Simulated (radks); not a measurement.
# Taking charge from the 5d level of Au³⁺ in fractions

What happens to E and to the 5d eigenvalue of Au³⁺ when a fraction of an electron is removed? The exact functional would give straight lines between whole numbers for a frontier level.

The numbers are computed with radks (a radial shooting solver on a logarithmic mesh, Libxc functionals) version 1 (scalar-relativistic Kohn-Sham, BLYP, spin-polarised, spherical densities, point nucleus), except any that are marked as measured or tabulated.

## Step 1: What is computed

- element: gold (Z = 79)
- charge: +3
- electrons: 76
- configuration: [Xe] 4f14 5d(up 5, down 3)

A shell typed twice in an input gives spin up, then spin down.

## Step 2: Start: [Xe] 4f14 5d(up 5, down 3)

Input:

```text
Z 79
configuration [Xe] 4f14 5d5 5d3
relativity scalar-relativistic
functional b88,lyp
spin polarised
nucleus point
c 137.035999084
```

## Step 3: 0.1 electron removed from 5d

Input:

```text
Z 79
configuration [Xe] 4f14 5d5 5d2.9
relativity scalar-relativistic
functional b88,lyp
spin polarised
nucleus point
c 137.035999084
```

## Step 4: 0.2 electron removed from 5d

Input:

```text
Z 79
configuration [Xe] 4f14 5d5 5d2.8
relativity scalar-relativistic
functional b88,lyp
spin polarised
nucleus point
c 137.035999084
```

## Step 5: 0.3 electron removed from 5d

Input:

```text
Z 79
configuration [Xe] 4f14 5d5 5d2.7
relativity scalar-relativistic
functional b88,lyp
spin polarised
nucleus point
c 137.035999084
```

## Step 6: 0.4 electron removed from 5d

Input:

```text
Z 79
configuration [Xe] 4f14 5d5 5d2.6
relativity scalar-relativistic
functional b88,lyp
spin polarised
nucleus point
c 137.035999084
```

## Step 7: 0.5 electron removed from 5d

Input:

```text
Z 79
configuration [Xe] 4f14 5d5 5d2.5
relativity scalar-relativistic
functional b88,lyp
spin polarised
nucleus point
c 137.035999084
```

## Step 8: 0.6 electron removed from 5d

Input:

```text
Z 79
configuration [Xe] 4f14 5d5 5d2.4
relativity scalar-relativistic
functional b88,lyp
spin polarised
nucleus point
c 137.035999084
```

## Step 9: 0.7 electron removed from 5d

Input:

```text
Z 79
configuration [Xe] 4f14 5d5 5d2.3
relativity scalar-relativistic
functional b88,lyp
spin polarised
nucleus point
c 137.035999084
```

## Step 10: 0.8 electron removed from 5d

Input:

```text
Z 79
configuration [Xe] 4f14 5d5 5d2.2
relativity scalar-relativistic
functional b88,lyp
spin polarised
nucleus point
c 137.035999084
```

## Step 11: 0.9 electron removed from 5d

Input:

```text
Z 79
configuration [Xe] 4f14 5d5 5d2.1
relativity scalar-relativistic
functional b88,lyp
spin polarised
nucleus point
c 137.035999084
```

## Step 12: 1 electron removed from 5d

Input:

```text
Z 79
configuration [Xe] 4f14 5d5 5d2
relativity scalar-relativistic
functional b88,lyp
spin polarised
nucleus point
c 137.035999084
```

**Question.** What will these runs give? Wanted: for each run, removed; E − E(0); eigenvalue; E minus straight line.

As calculated:

```csv
removed (e),E − E(0) (eV),eigenvalue (eV),E minus straight line (eV)
0,0.000,-39.748,0.000
0.1,4.041,-41.091,-0.617
0.2,8.216,-42.443,-1.099
0.3,12.527,-43.804,-1.446
0.4,16.975,-45.175,-1.656
0.5,21.560,-46.554,-1.729
0.6,26.284,-47.943,-1.664
0.7,31.147,-49.341,-1.459
0.8,36.149,-50.747,-1.114
0.9,41.293,-52.162,-0.628
1,46.579,-53.585,0.000
```

**Reading.** Removing the whole electron costs 46.579 eV, against 39.748 eV from minus the starting eigenvalue. Slater's transition state, half an electron removed, gives 46.554 eV. The trapezoid integral of minus the eigenvalue gives 46.593 eV over the range, against 46.579 eV from the energies (Janak's theorem; approximate here, since the scalar-relativistic density holds large components alone). The eigenvalue moves by 13.8 eV per electron. E bends below the straight line by 1.73 eV at 0.5 electron removed: the delocalisation error of the functional. NIST lists 45 eV (theoretical) for the ionisation energy of Au³⁺.
